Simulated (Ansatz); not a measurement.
# BCl2GeH5Si: the cost of one run

All numbers below are computed with Ansatz 0.2.0 (RKS B3LYP-D4/def2-SVP).

## 1. Starting point

Bond lengths: Si1–Ge2 2.254 Å, Ge2–Cl3 2.170 Å, Ge2–B4 2.054 Å, B4–Cl5 1.871 Å, Si1–H6 1.518 Å, Si1–H7 1.444 Å, Si1–H8 1.513 Å, Ge2–H9 1.545 Å, B4–H10 1.121 Å. Angles (14 of 15 angles, heavy atoms first): Si1–Ge2–Cl3 108.5°, Si1–Ge2–B4 110.1°, Cl3–Ge2–B4 110.2°, Ge2–B4–Cl5 116.0°, Si1–Ge2–H9 110.2°, Cl3–Ge2–H9 111.4°, B4–Ge2–H9 106.5°, Ge2–Si1–H6 110.5°, Ge2–Si1–H7 111.8°, Ge2–Si1–H8 109.6°, Ge2–B4–H10 122.7°, Cl5–B4–H10 121.1°, H6–Si1–H7 109.3°, H6–Si1–H8 105.6°.

Coordinates:

```xyz
10

Si   -1.5034    0.5922   -0.1456
Ge    0.5625   -0.1080   -0.7146
Cl    0.3760   -1.9365   -1.8686
B     1.6818   -0.4450    0.9740
Cl    0.9881   -1.6932    2.1825
H    -2.3221    0.8993   -1.3868
H    -2.2006   -0.3859    0.6554
H    -1.4058    1.8992    0.6107
H     1.2956    0.9908   -1.5154
H     2.6109    0.1359    1.2115
```

## 2. Relaxing end A

Input file input.yaml:

```yaml
crystal:
  periodic: [false, false, false]
  atoms:
    - { symbol: Si, position_ang: [-1.5034, 0.5922, -0.1456] }
    - { symbol: Ge, position_ang: [0.5625, -0.108, -0.7146] }
    - { symbol: Cl, position_ang: [0.376, -1.9365, -1.8686] }
    - { symbol: B, position_ang: [1.6818, -0.445, 0.974] }
    - { symbol: Cl, position_ang: [0.9881, -1.6932, 2.1825] }
    - { symbol: H, position_ang: [-2.3221, 0.8993, -1.3868] }
    - { symbol: H, position_ang: [-2.2006, -0.3859, 0.6554] }
    - { symbol: H, position_ang: [-1.4058, 1.8992, 0.6107] }
    - { symbol: H, position_ang: [1.2956, 0.9908, -1.5154] }
    - { symbol: H, position_ang: [2.6109, 0.1359, 1.2115] }
basis:
  gaussian: { orbitals: def2-SVP }
hamiltonian:
  xc: b3lyp
  dispersion: d4
relax:
  f_tol: 0.015
  max_steps: 40
```

Run with:

```sh
$ ansatz run input.yaml --threads 2 --pin off --max-ram 3072MiB --backend cpu --events-out ev --progress --plain --runs-dir out
```

**Question.** How long does this run take on 2 threads of Arm Neoverse V1, shared host, and how much memory does it need?

About 1.7 min, with a peak of 0.35 GiB.
